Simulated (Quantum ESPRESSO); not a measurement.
# Be5Cd2S2 (R-3m) in Quantum ESPRESSO: reference runs

How does Be5Cd2S2 come out in PBE? The cell is run as given.

Everything below comes from runs of Quantum ESPRESSO 7.5. Logs are shortened: lines on timing, memory, paths and dates and some standing lists are left out, and cuts for length are marked.

### 1 The crystal as given

The structure is trigonal, space group R-3m (No. 166). Conventional cell: a = 5.544 Å, b = 5.544 Å, c = 17.443 Å, α = 90.00°, β = 90.00°, γ = 120.00°. Around Be (site symmetry 2/m) lie 2 S at 1.82 Å. Around Be (site symmetry 3m) lie 1 Cd at 2.71 Å. Around Cd (site symmetry -3m) lie 8 Be at 2.71 to 2.77 Å. Around Cd (site symmetry -3m) lie 2 S at 2.04 Å. S (site symmetry 3m) has 3 Be at 1.82 Å and 1 Cd at 2.04 Å as nearest neighbours.

The cell was built by a generator and needn't be a form met in nature.

### 2 Single point, PBE

pw.in reads:

```
&CONTROL
  calculation = 'scf'
  prefix = 'pwscf'
  outdir = './tmp'
  pseudo_dir = './pseudo'
  tprnfor = .true.
  tstress = .true.
  disk_io = 'low'
/
&SYSTEM
  ibrav = 0
  nat = 9
  ntyp = 3
  ecutwfc = 60
  ecutrho = 480
  nbnd = 38
  occupations = 'smearing'
  smearing = 'fd'
  degauss = 0.00367493
/
&ELECTRONS
  conv_thr = 1.8d-09
  electron_maxstep = 120
  mixing_beta = 0.5
/
ATOMIC_SPECIES
Be     9.0122 be_pbe_v1.4.uspp.F.UPF
Cd   112.4140 Cd.pbe-dn-rrkjus_psl.0.3.1.UPF
S     32.0600 s_pbe_v1.4.uspp.F.UPF
CELL_PARAMETERS angstrom
   2.7718556200    1.6003315900    5.8143765900
  -2.7718556200    1.6003315900    5.8143765900
   0.0000000000   -3.2006631800    5.8143765900
ATOMIC_POSITIONS crystal
Be     0.0000000000    0.0000000000    0.5000000000
Be     0.5000000000    0.0000000000    0.0000000000
Be     0.0000000000    0.5000000000    0.0000000000
Be     0.6554033300    0.6554033300    0.6554033300
Be     0.3445966700    0.3445966700    0.3445966700
Cd     0.5000000000    0.5000000000    0.5000000000
Cd     0.0000000000    0.0000000000    0.0000000000
S      0.8833198100    0.8833198100    0.8833198100
S      0.1166801900    0.1166801900    0.1166801900
K_POINTS automatic
6 6 6 0 0 0
```

pp_density.in reads:

```
&INPUTPP
  prefix = 'pwscf'
  outdir = './tmp'
  filplot = 'density.dat'
  plot_num = 0
/
&PLOT
  nfile = 1
  filepp(1) = 'density.dat'
  iflag = 3
  output_format = 6
  fileout = 'density.cube'
/
```

pp_potential.in reads:

```
&INPUTPP
  prefix = 'pwscf'
  outdir = './tmp'
  filplot = 'potential.dat'
  plot_num = 11
/
&PLOT
  nfile = 1
  filepp(1) = 'potential.dat'
  iflag = 3
  output_format = 6
  fileout = 'potential.cube'
/
```

Potentials or basis: SSSP 1.3 efficiency PBE.

Command:

```
OMP_NUM_THREADS=1 pw.x -in pw.in > pw.out
OMP_NUM_THREADS=1 pp.x -in pp_density.in > pp_density.out
OMP_NUM_THREADS=1 pp.x -in pp_potential.in > pp_potential.out
```

pw.out:

```text
This program is part of the open-source Quantum ESPRESSO suite
     for quantum simulation of materials; please cite
         "P. Giannozzi et al., J. Phys.:Condens. Matter 21 395502 (2009);
         "P. Giannozzi et al., J. Phys.:Condens. Matter 29 465901 (2017);
         "P. Giannozzi et al., J. Chem. Phys. 152 154105 (2020);
     in publications or presentations arising from this work. More details at

     file Cd.pbe-dn-rrkjus_psl.0.3.1.UPF: wavefunction(s)  4D renormalized
     Message from routine setup:
     using ibrav=0 with symmetry is DISCOURAGED, use correct ibrav instead

     G-vector sticks info
     --------------------
     sticks:   dense  smooth     PW     G-vecs:    dense   smooth      PW
     Sum        4559    2273    655               185543    65593   10193

     Using Slab Decomposition

     bravais-lattice index     =            0
     lattice parameter (alat)  =      12.5423  a.u.
     unit-cell volume          =    1044.3152 (a.u.)^3
     number of atoms/cell      =            9
     number of atomic types    =            3
     number of electrons       =        56.00
     number of Kohn-Sham states=           38
     kinetic-energy cutoff     =      60.0000  Ry
     charge density cutoff     =     480.0000  Ry
     scf convergence threshold =      1.8E-09
     mixing beta               =       0.5000
     number of iterations used =            8  plain     mixing
     Exchange-correlation=  SLA  PW   PBX  PBC
                           (   1   4   3   4   0   0   0)

     celldm(1)=  12.542319  celldm(2)=   0.000000  celldm(3)=   0.000000
     celldm(4)=   0.000000  celldm(5)=   0.000000  celldm(6)=   0.000000

     crystal axes: (cart. coord. in units of alat)
               a(1) = (   0.417630   0.241119   0.876041 )
               a(2) = (  -0.417630   0.241119   0.876041 )
               a(3) = (   0.000000  -0.482238   0.876041 )

     reciprocal axes: (cart. coord. in units 2 pi/alat)
               b(1) = (  1.197232  0.691222  0.380500 )
               b(2) = ( -1.197232  0.691222  0.380500 )
               b(3) = (  0.000000 -1.382445  0.380500 )

     PseudoPot. # 1 for Be read from file:
     be_pbe_v1.4.uspp.F.UPF
     Pseudo is Ultrasoft, Zval =  4.0
     Generated by new atomic code, or converted to UPF format
     Using radial grid of  769 points,  6 beta functions with:
                l(1) =   0
                l(2) =   0
                l(3) =   0
                l(4) =   1
                l(5) =   1
                l(6) =   2
[... 96 lines left out ...]
     iteration #  1     ecut=    60.00 Ry     beta= 0.50
     Davidson diagonalization with overlap
     ethr =  1.00E-02,  avg # of iterations =  3.5

     Threshold (ethr) on eigenvalues was too large:
     Diagonalizing with lowered threshold

     Davidson diagonalization with overlap
     ethr =  5.82E-04,  avg # of iterations =  3.8

     total energy              =    -433.01038829 Ry
     estimated scf accuracy    <       0.37646988 Ry
[... 12 lines left out ...]
     total energy              =    -433.13870926 Ry
     estimated scf accuracy    <       0.01022597 Ry

     iteration #  4     ecut=    60.00 Ry     beta= 0.50
     Davidson diagonalization with overlap
     c_bands:  1 eigenvalues not converged
     ethr =  1.83E-05,  avg # of iterations = 10.1

     total energy              =    -433.14065672 Ry
     estimated scf accuracy    <       0.00183022 Ry

     iteration #  5     ecut=    60.00 Ry     beta= 0.50
     Davidson diagonalization with overlap
     ethr =  3.27E-06,  avg # of iterations =  6.1
[... 39 lines left out ...]
     iteration # 11     ecut=    60.00 Ry     beta= 0.50
     Davidson diagonalization with overlap
     ethr =  1.35E-11,  avg # of iterations =  4.1

     End of self-consistent calculation

          k = 0.0000 0.0000 0.0000 (  8187 PWs)   bands (ev):

   -94.9284 -94.9283 -94.2999 -94.2991 -94.2991 -10.2554  -9.3019  -4.8862
    -3.9742  -3.9742  -2.9652  -2.9652  -2.1494  -2.1494  -1.9574  -1.8128
    -1.8128  -0.3376  -0.2749  -0.2749   0.2905   0.8817   0.8817   2.3263
     5.4306   5.4306   5.5806   5.8559   7.0411   7.5157   7.5157   7.8051
     7.8051  10.0990  10.8259  11.7442  12.2905  12.2914

          k = 0.0000-0.2304 0.0634 (  8188 PWs)   bands (ev):

   -94.9284 -94.9283 -94.2999 -94.2991 -94.2991 -10.2428  -9.3119  -4.8639
    -3.9755  -3.9725  -2.9650  -2.9606  -2.1423  -2.1185  -1.9766  -1.8235
    -1.8220  -0.6205  -0.2503  -0.2331   0.3250   0.7608   0.8546   2.7304
     4.7382   5.5676   5.6243   6.2519   6.7589   7.1216   7.7083   8.6136
     8.8203  10.2443  10.6911  11.0243  11.7759  11.8643

          k = 0.0000-0.4608 0.1268 (  8218 PWs)   bands (ev):

   -94.9284 -94.9283 -94.2998 -94.2993 -94.2991 -10.2168  -9.3324  -4.8157
    -3.9780  -3.9672  -2.9643  -2.9513  -2.1296  -2.0682  -2.0475  -1.8372
    -1.8364  -1.0369  -0.1201  -0.0676   0.3045   0.5007   0.7671   3.4130
     4.2856   5.0159   5.9220   6.1233   7.1972   7.4373   8.8368   9.5200
     9.6085  10.0357  10.3915  10.6836  10.7374  11.3488
[... 163 lines left out ...]
   -94.9284 -94.9283 -94.2996 -94.2994 -94.2991 -10.1828  -9.3764  -4.7643
    -4.0039  -3.9662  -2.9638  -2.9503  -2.0947  -2.0628  -1.9856  -1.8406
    -1.8336  -0.8345  -0.5145  -0.2778   0.1810   0.4887   0.8563   3.7374
     3.8414   5.5981   6.4784   6.7517   7.2225   8.0090   8.0645   8.6855
     9.2630   9.3675  10.2777  10.7938  11.0475  11.2757

          k = 0.7982-0.0000-0.1902 (  8210 PWs)   bands (ev):

   -94.9284 -94.9284 -94.2995 -94.2995 -94.2991 -10.1924  -9.3551  -4.7775
    -3.9993  -3.9663  -2.9563  -2.9546  -2.1032  -2.0381  -2.0150  -1.8569
    -1.8563  -1.0502  -0.3019  -0.2657   0.3303   0.4790   0.7505   3.7801
     3.9958   4.8644   6.3256   6.8591   7.4574   8.1686   8.3975   8.8702
     9.7116   9.9920  10.1887  10.5354  10.6754  11.2458
[... 51 lines left out ...]
   -94.9284 -94.9283 -94.2999 -94.2991 -94.2991 -10.1633  -9.4529  -4.7034
    -3.9646  -3.9646  -2.9641  -2.9641  -2.2356  -2.2356  -1.9725  -1.8184
    -1.8184  -0.5591   0.1103   0.2647   0.2647   0.3648   0.3648   3.1045
     4.5428   5.3760   5.3760   6.4225   7.4783   7.8394   7.8394   8.6359
     8.6359   8.9947  10.5311  10.8550  10.8551  10.8835

     the Fermi energy is     6.8297 ev

!    total energy              =    -433.14099060 Ry
     estimated scf accuracy    <          1.7E-10 Ry
     smearing contrib. (-TS)   =      -0.00244311 Ry
     internal energy E=F+TS    =    -433.13854750 Ry

     The total energy is F=E-TS. E is the sum of the following terms:
     one-electron contribution =    -209.19859021 Ry
     hartree contribution      =     114.02613025 Ry
     xc contribution           =    -128.03315548 Ry
     ewald contribution        =    -209.93293205 Ry

     convergence has been achieved in  11 iterations

     Forces acting on atoms (cartesian axes, Ry/au):

     atom    1 type  1   force =    -0.00000000    0.00000000   -0.00000000
     atom    2 type  1   force =     0.00000000   -0.00000000   -0.00000000
     atom    3 type  1   force =    -0.00000000   -0.00000000   -0.00000000
     atom    4 type  1   force =     0.00000000   -0.00000000    0.00803234
     atom    5 type  1   force =     0.00000000   -0.00000000   -0.00803234
     atom    6 type  2   force =    -0.00000000    0.00000000   -0.00000000
     atom    7 type  2   force =    -0.00000000   -0.00000000    0.00000000
     atom    8 type  3   force =     0.00000000    0.00000000   -0.16000595
     atom    9 type  3   force =    -0.00000000   -0.00000000    0.16000595

     Total force =     0.226568     Total SCF correction =     0.000018

     Computing stress (Cartesian axis) and pressure

          total   stress  (Ry/bohr**3)                   (kbar)     P=      187.85
   0.00057660  -0.00000000   0.00000000           84.82       -0.00        0.00
  -0.00000000   0.00057660  -0.00000000           -0.00       84.82       -0.00
  -0.00000000   0.00000000   0.00267780           -0.00        0.00      393.92

=------------------------------------------------------------------------------=
   JOB DONE.
=------------------------------------------------------------------------------=
```

pp_density.out:

```text
This program is part of the open-source Quantum ESPRESSO suite
     for quantum simulation of materials; please cite
         "P. Giannozzi et al., J. Phys.:Condens. Matter 21 395502 (2009);
         "P. Giannozzi et al., J. Phys.:Condens. Matter 29 465901 (2017);
         "P. Giannozzi et al., J. Chem. Phys. 152 154105 (2020);
     in publications or presentations arising from this work. More details at

     file Cd.pbe-dn-rrkjus_psl.0.3.1.UPF: wavefunction(s)  4D renormalized

     IMPORTANT: XC functional enforced from input :
     Exchange-correlation= PBE
                           (   1   4   3   4   0   0   0)
     Any further DFT definition will be discarded
     Please, verify this is what you really want

     G-vector sticks info
     --------------------
     sticks:   dense  smooth     PW     G-vecs:    dense   smooth      PW
     Sum        4559    2273    655               185543    65593   10193

     Using Slab Decomposition

     Calling punch_plot, plot_num =   0
     Writing data to file  density.dat
     Reading data from file  density.dat

     Writing data to be plotted to file density.cube
     Plot Type: 3D                     Output format: Gaussian cube

=------------------------------------------------------------------------------=
   JOB DONE.
=------------------------------------------------------------------------------=
```

pp_potential.out:

```text
This program is part of the open-source Quantum ESPRESSO suite
     for quantum simulation of materials; please cite
         "P. Giannozzi et al., J. Phys.:Condens. Matter 21 395502 (2009);
         "P. Giannozzi et al., J. Phys.:Condens. Matter 29 465901 (2017);
         "P. Giannozzi et al., J. Chem. Phys. 152 154105 (2020);
     in publications or presentations arising from this work. More details at

     file Cd.pbe-dn-rrkjus_psl.0.3.1.UPF: wavefunction(s)  4D renormalized

     IMPORTANT: XC functional enforced from input :
     Exchange-correlation= PBE
                           (   1   4   3   4   0   0   0)
     Any further DFT definition will be discarded
     Please, verify this is what you really want

     G-vector sticks info
     --------------------
     sticks:   dense  smooth     PW     G-vecs:    dense   smooth      PW
     Sum        4559    2273    655               185543    65593   10193

     Using Slab Decomposition

     Calling punch_plot, plot_num =  11
     Writing data to file  potential.dat
     Reading data from file  potential.dat

     Writing data to be plotted to file potential.cube
     Plot Type: 3D                     Output format: Gaussian cube

=------------------------------------------------------------------------------=
   JOB DONE.
=------------------------------------------------------------------------------=
```

Run time: 5.8 min. Hardware: 1 thread of Intel Xeon Platinum 8488C (Sapphire Rapids), shared host; peak memory 0.83 GiB.

What came out:

```yaml
Free_energy: -5893.1834 eV
Pressure: 18.8 GPa
Largest_force: 4.114 eV/Å
Band_gap_on_the_k_mesh: none (metal or under the smearing width)
```

Forces in eV/Å, atoms in the order of the input:
```
Be   0.000  0.000  0.000
Be   0.000  0.000  0.000
Be   0.000  0.000  0.000
Be   0.000  0.000  0.207
Be   0.000  0.000 -0.207
Cd   0.000  0.000  0.000
Cd   0.000  0.000  0.000
S    0.000  0.000 -4.114
S    0.000  0.000  4.114
```

Stress tensor (GPa, compression positive):
```
 8.48  0.00  0.00
 0.00  8.48  0.00
 0.00  0.00 39.39
```

Caveat: so large a pressure means that the cell lies far from this level's equilibrium, or that cutoff or potentials fall short; forces of over 1 eV/Å show positions far from the minimum, so gaps and moduli don't describe the material at rest.
